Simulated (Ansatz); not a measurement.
# Ta4NiO11 (P1) in Ansatz: reference runs, part 3 of 3

Ansatz 0.2.0. Earlier steps stand in the parts before.

## Step 9: Single point, PBE, collinear spin, ferromagnetic start, 14.49 Å³/atom (volume scaled by 1.04)

The input, input.yaml:

```yaml
crystal:
  lattice:
    - [5.3625007505, -0.000324211, -0.0255113538]
    - [-0.042451379, 5.4059044994, 0.02370793]
    - [-0.4824665081, -0.0810426207, 7.9999978369]
  atoms:
    - { symbol: Ta, position: [0.52261, 0.46364, 0.51843] }
    - { symbol: Ta, position: [0.55532, 0.53163, 0.98083] }
    - { symbol: Ta, position: [0.02338, 0.98832, 0.50961] }
    - { symbol: Ta, position: [0.04916, 0.02484, 0.01689] }
    - { symbol: Ni, position: [0.06538, 0.57998, 0.26898], spin: 1.0 }
    - { symbol: O, position: [0.96711, 0.93834, 0.23892] }
    - { symbol: O, position: [0.21005, 0.28324, 0.4299] }
    - { symbol: O, position: [0.27287, 0.71995, 0.06145] }
    - { symbol: O, position: [0.33888, 0.2382, 0.03682] }
    - { symbol: O, position: [0.30665, 0.75341, 0.45874] }
    - { symbol: O, position: [0.50103, 0.44858, 0.74991] }
    - { symbol: O, position: [0.70564, 0.16332, 0.48732] }
    - { symbol: O, position: [0.73302, 0.83358, 0.9406] }
    - { symbol: O, position: [0.85284, 0.36497, 0.07896] }
    - { symbol: O, position: [0.81889, 0.65561, 0.47584] }
    - { symbol: O, position: [0.07718, 0.01239, 0.7468] }
hamiltonian:
  xc: pbe
  pseudopotentials: { kind: paw }
magnetization:
  spin_polarized: true
kpoints:
  mp_grid: { grid: [5, 5, 4] }
scf:
  occupations: { method: fermi_dirac, width: 0.05 }
output:
  forces: true
  stress: true
  eigenvalues: true
```

Potentials or basis: Ansatz PAW.

Command:

```bash
> ansatz run input.yaml --threads 8 --pin off --max-ram 20480MiB --backend cpu --events-out ev --progress --plain --runs-dir out
```

It took 54 s on 8 threads of Arm Neoverse V1, shared host; peak memory 1.9 GiB.

Results (log left out):

* Free energy: -51822.1741 eV
* Pressure: -7.3 GPa
* Largest force: 0.507 eV/Å
* Band gap on the k mesh: 1.29 eV, indirect (least direct gap 1.38 eV)
* Net moment: 2.00 μB per cell
* Absolute moment: 2.09 μB per cell
* Site moments: Ta +0.00; Ni +1.52; O +0.09, +0.04, +0.06, +0.00, +0.07, +0.05 μB

Caveat: odd divisions of the mesh miss points on the zone boundary, where band edges often lie, so the gap on the mesh can be too wide; the pressure holds a Pulay correction of +0.6 GPa for the finite cutoff; spin-orbit coupling is left out, which moves the levels of the heavy elements; a cell with one magnetic atom can't hold antiferromagnetic order, which such compounds often take.

## Step 10: Single point, PBE, collinear spin, ferromagnetic start, 14.77 Å³/atom (volume scaled by 1.06)

input.yaml: that of step 9 with these lines changed.

```diff
@@ -2,5 +2,5 @@
   lattice:
-    - [5.3625007505, -0.000324211, -0.0255113538]
-    - [-0.042451379, 5.4059044994, 0.02370793]
-    - [-0.4824665081, -0.0810426207, 7.9999978369]
+    - [5.3966577272, -0.0003262761, -0.0256738509]
+    - [-0.0427217773, 5.4403379405, 0.02385894]
+    - [-0.485539626, -0.0815588297, 8.050954611]
   atoms:
@@ -35 +35,5 @@
   eigenvalues: true
+  write_density: true
+  write_potential: true
+  elf: true
+  volumetric_format: npy
```

Potentials or basis: Ansatz PAW.

Command:

```bash
> ansatz run input.yaml --threads 8 --pin off --max-ram 20480MiB --backend cpu --events-out ev --progress --plain --runs-dir out
```

The program printed:

```text
Warning: RAYON_NUM_THREADS=8 ignored (pool sized by the plan → 8); use --threads N
Engine: ansatz 0.2.0, aarch64-unknown-linux-gnu
Pseudopotentials: kind: paw
Pseudopotential: Ta, paw, valence charge 13, recommended cutoff 420 eV (normal), Ta.paw.azcp
Pseudopotential: Ni, paw, valence charge 18, recommended cutoff 420 eV (normal), Ni.paw.azcp
Pseudopotential: O, paw, valence charge 6, recommended cutoff 420 eV (normal), O.paw.azcp
Functional definition: PBE
  parameter kappa = 0.804
  parameter beta = 0.06672455060314922
[... 72 lines left out ...]
  atom   3  Ta    -0.10387756     0.16000320     0.13254626
  atom   4  Ta     0.18633749    -0.21532737     0.57661680
  atom   5  Ni     0.01025499     0.24752595     0.07390862
  atom   6  O      0.42689592     0.02863781    -0.47967446
[... 8 lines left out ...]
  atom  15  O     -0.43699485    -0.06162399     0.12199690
  atom  16  O     -0.18541011    -0.05488011    -0.70312474
  max |Σ_I F_I| component: 1.66e-5 eV/Å
--- Stress (GPa, compression-positive) ---
      -10.714944      -0.421256       0.129364
       -0.421256     -10.799012       0.211583
        0.129365       0.211580      -9.790422
  P = ⅓ Tr σ = -10.4348 GPa (-104.348 kbar)
--- Band table (eV; the first three rows and the last of 102) ---
  k-point 0 ↑: bands = ["-97.1567", "-61.8494", "-61.8131", "-61.7562", "-61.7005", "-57.6433", "-57.5977", "-57.3575", "-28.6172", "-28.4650", "-28.3468", "-28.3429", "-28.3409", "-28.2616", "-28.2475", "-28.2212", "-28.1865", "-28.1696", "-28.1352", "-28.1267", "-11.6994", "-11.3789", "-11.1707", "-10.7995", "-10.5697", "-10.4527", "-10.2350", "-10.1712", "-9.9380", "-9.6952", "-9.4254", "0.7858", "0.8228", "1.0597", "1.0914", "1.1539", "1.3690", "1.5773", "1.6977", "1.8846", "2.0716", "2.2471", "2.4928", "2.6612", "2.7854", "2.9192", "3.1573", "3.4175", "3.6538", "3.6968", "3.9080", "4.1285", "4.3188", "4.6460", "4.7395", "4.7741", "4.8827", "5.0229", "5.1375", "5.1908", "5.2846", "5.4860", "5.5503", "5.5853", "5.7966", "5.9425", "6.0076", "6.3324", "6.4858", "8.9601", "9.0707", "9.4396", "9.6199", "9.6895", "10.0891", "10.4466", "10.8233", "11.1221", "11.2320", "11.3730", "11.5633", "11.7205", "11.8914", "12.6148", "12.9304"]
  k-point 1 ↑: bands = ["-97.1567", "-61.8494", "-61.8131", "-61.7562", "-61.7005", "-57.6433", "-57.5977", "-57.3575", "-28.6164", "-28.4658", "-28.3467", "-28.3427", "-28.3411", "-28.2597", "-28.2463", "-28.2206", "-28.1868", "-28.1699", "-28.1355", "-28.1298", "-11.6699", "-11.4243", "-11.1412", "-10.7994", "-10.5573", "-10.4021", "-10.2334", "-10.1701", "-9.9385", "-9.7943", "-9.4256", "0.7473", "0.8621", "1.0739", "1.1074", "1.1909", "1.4559", "1.5932", "1.7277", "1.8690", "2.2088", "2.2885", "2.5680", "2.6254", "2.8163", "2.9227", "3.0269", "3.3357", "3.4525", "3.7181", "3.8359", "4.0937", "4.3018", "4.5049", "4.6860", "4.7326", "4.9252", "5.0304", "5.1687", "5.2367", "5.3803", "5.4885", "5.5448", "5.6096", "5.7816", "5.9392", "6.0188", "6.3201", "6.4894", "8.9558", "9.0675", "9.4675", "9.7383", "9.9209", "10.0993", "10.4674", "10.8313", "11.0781", "11.1573", "11.3148", "11.6041", "11.7527", "11.8914", "12.2033", "12.8008"]
  k-point 2 ↑: bands = ["-97.1567", "-61.8494", "-61.8131", "-61.7562", "-61.7005", "-57.6433", "-57.5977", "-57.3576", "-28.6157", "-28.4666", "-28.3465", "-28.3423", "-28.3415", "-28.2581", "-28.2447", "-28.2198", "-28.1871", "-28.1702", "-28.1365", "-28.1325", "-11.6292", "-11.4758", "-11.1172", "-10.7992", "-10.5499", "-10.3206", "-10.2266", "-10.1654", "-9.9474", "-9.9192", "-9.4258", "0.7019", "0.8910", "1.0838", "1.1098", "1.2221", "1.5061", "1.6475", "1.8437", "1.9553", "2.2548", "2.2910", "2.6403", "2.6986", "2.7659", "2.8803", "3.0209", "3.2127", "3.3283", "3.5810", "3.7969", "4.0471", "4.1519", "4.4207", "4.6568", "4.7493", "4.8733", "5.0712", "5.2254", "5.2998", "5.4559", "5.4716", "5.5682", "5.6528", "5.7609", "5.9372", "6.0245", "6.3072", "6.4935", "8.9503", "9.0689", "9.4996", "9.8097", "10.1102", "10.4299", "10.6368", "10.7461", "10.9414", "11.0132", "11.1795", "11.4901", "11.7271", "11.8029", "12.0977", "12.4429"]
  k-point 50 ↓: bands = ["-95.1776", "-61.8470", "-61.8103", "-61.7535", "-61.7002", "-55.6292", "-55.6197", "-55.5585", "-28.6147", "-28.4645", "-28.3368", "-28.3252", "-28.3241", "-28.2487", "-28.2362", "-28.2323", "-28.1994", "-28.1736", "-28.1407", "-28.1308", "-11.5547", "-11.0652", "-10.7558", "-10.6803", "-10.5890", "-10.4054", "-10.3218", "-10.1940", "-10.1672", "-9.7515", "-9.5800", "0.7647", "1.0155", "1.2625", "1.3536", "1.4558", "1.5560", "1.9138", "1.9945", "2.1377", "2.4172", "2.5267", "2.7104", "2.8336", "2.9819", "3.2090", "3.3361", "3.5266", "3.6357", "3.8407", "3.9257", "4.0680", "4.3019", "4.4643", "4.5738", "4.6717", "4.8425", "4.9889", "5.0940", "5.2751", "5.3360", "5.4456", "5.5341", "5.6870", "6.3730", "6.4624", "6.5321", "7.9434", "8.2833", "9.3526", "9.4899", "9.7664", "9.9755", "10.0486", "10.3193", "10.4986", "10.6408", "10.9259", "11.1095", "11.2789", "11.3644", "11.7386", "12.3506", "12.6372", "13.3134"]
```

rho_z.tsv:

```text
# z_ang	rho[e/angstrom^3]	rho_spin[e/angstrom^3]
# format = ansatz-planar-average/11
# lattice	5.396657727	-0.000326276	-0.025673851
# lattice	-0.042721777	5.440337941	0.023858940
# lattice	-0.485539626	-0.081558830	8.050954611
# sites	16
# site	73	2.548821462	2.479905223	4.171500947
# site	73	2.497927959	2.812070325	7.895044736
# site	73	-0.163484778	5.335223970	4.125826992
# site	73	0.256037721	0.133744426	0.135311153
# site	28	0.197455257	3.133328173	2.177704923
# site	8	5.063068975	5.085085123	1.921092435
[... 8 lines left out ...]
# site	8	4.160221046	3.527663819	3.825584342
# site	8	0.053383728	0.006472471	6.010767008
0.000000	1.018896e0	1.953238e-3
0.149370	1.097184e0	2.456338e-3
0.298741	1.133086e0	2.889906e-3
0.448111	1.079874e0	3.403094e-3
0.597481	9.288037e-1	4.237776e-3
0.746851	7.188105e-1	4.592572e-3
[... 46 lines left out ...]
7.767254	8.398477e-1	1.326637e-3
7.916624	9.342392e-1	1.604119e-3
```

v_z.tsv:

```text
# z_ang	v_es[eV]	v_tot_up[eV]	v_tot_dn[eV]
# format = ansatz-planar-average/11
# xc	pbe
# density_cutoff_ev	1680
# datasets	Ta=:simpson_from_first_knot:soft	Ni=:simpson_from_first_knot:soft	O=:simpson_from_first_knot:soft
# lattice	5.396657727	-0.000326276	-0.025673851
# lattice	-0.042721777	5.440337941	0.023858940
# lattice	-0.485539626	-0.081558830	8.050954611
# sites	16
# site	73	2.548821462	2.479905223	4.171500947
# site	73	2.497927959	2.812070325	7.895044736
# site	73	-0.163484778	5.335223970	4.125826992
# site	73	0.256037721	0.133744426	0.135311153
# site	28	0.197455257	3.133328173	2.177704923
# site	8	5.063068975	5.085085123	1.921092435
[... 8 lines left out ...]
# site	8	4.160221046	3.527663819	3.825584342
# site	8	0.053383728	0.006472471	6.010767008
0.000000	-4.516233e0	-1.815113e1	-1.812908e1
0.149370	-4.955394e0	-1.880829e1	-1.878953e1
0.298741	-4.610422e0	-1.832489e1	-1.830962e1
0.448111	-3.439200e0	-1.666990e1	-1.665890e1
0.597481	-1.359535e0	-1.380059e1	-1.379162e1
0.746851	1.319002e0	-1.012760e1	-1.012338e1
[... 46 lines left out ...]
7.767254	-1.929686e0	-1.419281e1	-1.417077e1
7.916624	-3.422061e0	-1.650704e1	-1.648460e1
```

Wall time 68 s (8 threads of Arm Neoverse V1, shared host); peak memory 2 GiB.

Results:

```yaml
Free_energy: -51821.9263 eV
Pressure: -10.4 GPa
Largest_force: 0.731 eV/Å
Band_gap_on_the_k_mesh: 1.28 eV, indirect (least direct gap 1.36 eV)
Net_moment: 2.00 μB per cell
Absolute_moment: 2.09 μB per cell
Site_moments: Ta +0.00; Ni +1.52; O +0.09, +0.04, +0.06, +0.00, +0.07, +0.05 μB
```

Caveat: odd divisions of the mesh miss points on the zone boundary, where band edges often lie, so the gap on the mesh can be too wide; the pressure holds a Pulay correction of +0.6 GPa for the finite cutoff; spin-orbit coupling is left out, which moves the levels of the heavy elements; a cell with one magnetic atom can't hold antiferromagnetic order, which such compounds often take.

## Step 11: Equation of state, PBE, collinear spin, ferromagnetic start

Potentials or basis: Ansatz PAW.

No new run: the results of the series are fitted here.

Results:

```
Equilibrium volume                        : 13.93 Å³/atom
Bulk modulus at fixed shape and positions : 203 GPa
Pressure derivative of the bulk modulus   : 4.3
```

Energy against volume, from the lowest point:
```tsv
volume (Å³/atom)	energy (meV/atom)
13.098	35.45
13.376	15.17
13.655	3.64
13.934	0.00
14.212	3.40
14.491	13.18
14.770	28.67
```

Caveat: the cell was scaled at fixed shape and fractional positions, which overstates the stiffness of a crystal with free parameters, most of all of layers and chains. The run has no spin-orbit coupling, so splittings on Ta are missing.

## Step 12: Summary

| task | cell | gap on the mesh (eV) | pressure (GPa) | moment (μB) | largest force (eV/Å) |
| --- | --- | --- | --- | --- | --- |
| single point | as given | 1.32 | 0.0 | 2.00 | 0.01 |
| single point | atoms moved at random, drawn with an rms of 0.05 Å | 1.25 | 0.3 | 2.00 | 1.37 |
| equation of state | as given | - | - | - | - |

Alike in all rows: level PBE; potentials or basis Ansatz PAW; spin collinear, ferromagnetic start; k mesh 5 × 5 × 4; cutoff (eV) 420; smearing fermi-dirac 0.05 eV.

Caveats: odd divisions of the mesh miss points on the zone boundary, where band edges often lie, so the gap on the mesh can be too wide (some runs); spin-orbit coupling is left out, which moves the levels of the heavy elements (some runs); a cell with one magnetic atom can't hold antiferromagnetic order, which such compounds often take (some runs); the cell was scaled at fixed shape and fractional positions, which overstates the stiffness of a crystal with free parameters, most of all of layers and chains (some runs).

Absolute energies hang on the potentials; compare differences alone.
